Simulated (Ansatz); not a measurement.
**CH5Ge+ (singlet): the correlation ladder, cc-pVDZ**

The task here is to estimate one member of a computed series from the others.

Computed with Ansatz 0.2.0, Gaussian basis. Level: cc-pVDZ, core rule «outside noble gas», up to 15 orbitals frozen.

The runs, in order: UHF; CCSD(T) on RHF; BCCD(T) on RHF; CISD; CCSDT(Q) on RHF.

4 further runs of the same task are left out: 4 set aside as unsound or not needed.

## The geometry

The geometry is a PBE0/def2-TZVP stationary point (not a proven minimum) of the parent state, kept for this charge and spin. No spin-orbit coupling is included. The filled d shell of Ge may be among the frozen orbitals whatever the setting's name suggests; the logs give the count.

7 atoms, charge 1, spin multiplicity 1.

Atoms are counted from 1 here; the program's logs count them from 0.

Bond lengths: Ge1–C2 1.960 Å, Ge1–H3 1.546 Å, Ge1–H4 1.546 Å, C2–H5 1.090 Å, C2–H6 1.093 Å, C2–H7 1.090 Å. Angles: C2–Ge1–H3 111.3°, C2–Ge1–H4 111.3°, H3–Ge1–H4 109.6°, Ge1–C2–H5 110.3°, Ge1–C2–H6 109.7°, Ge1–C2–H7 110.3°, H5–C2–H6 108.8°, H5–C2–H7 109.0°, H6–C2–H7 108.8°.

As a file:

```
Ge   -0.03008    0.00000    0.32756
C     0.05576    0.00000   -1.63062
H     0.63694   -1.26300    0.91934
H     0.63694    1.26300    0.91934
H    -0.43507    0.88726   -2.03063
H     1.09979    0.00000   -1.95306
H    -0.43507   -0.88726   -2.03063
```

Set-up of the first run:

in.yaml reads:

```yaml
crystal:
  periodic: [false, false, false]
  atoms:
    - {symbol: Ge, position_ang: [-0.030083, 0.000000, 0.327556]}
    - {symbol: C, position_ang: [0.055764, 0.000000, -1.630617]}
    - {symbol: H, position_ang: [0.636940, -1.262999, 0.919344]}
    - {symbol: H, position_ang: [0.636941, 1.262999, 0.919344]}
    - {symbol: H, position_ang: [-0.435069, 0.887264, -2.030634]}
    - {symbol: H, position_ang: [1.099792, 0.000000, -1.953064]}
    - {symbol: H, position_ang: [-0.435069, -0.887263, -2.030634]}
basis:
  gaussian: {orbitals: cc-pVDZ}
total_charge: 1
magnetization: {spin_polarized: true, initial_magnetization: 0}
hamiltonian: {xc: hf}
output: {orbitals: {seedname: orbitals}}
```

On the command line:

```
> ansatz run in.yaml --threads 1 --pin off --events-out ev --progress --plain --max-ram 4096MiB --backend cpu
```

Steps of the session up to this table: UHF; CCSD(T) on RHF; BCCD(T) on RHF; CISD; CCSDT(Q) on RHF.

One table of the session follows, with a row left open; its other results are not shown here.

```
   method  from RCCSDT(Q) (meV)
      RHF               +7396.1
     RMP2               +1234.1
     CISD                +806.8
    RCCSD                +219.2
 RCCSD(T)                 +33.5
  BCCD(T)                     ?
   RCCSDT                  +9.3
RCCSDT(Q)                     0
```

Q: Estimate the row for BCCD(T) from the others.

**Answer.** from RCCSDT(Q) (meV): +32.9. In the column «from RCCSDT(Q) (meV)» it lies between RCCSDT (+9.3) and RCCSD(T) (+33.5).
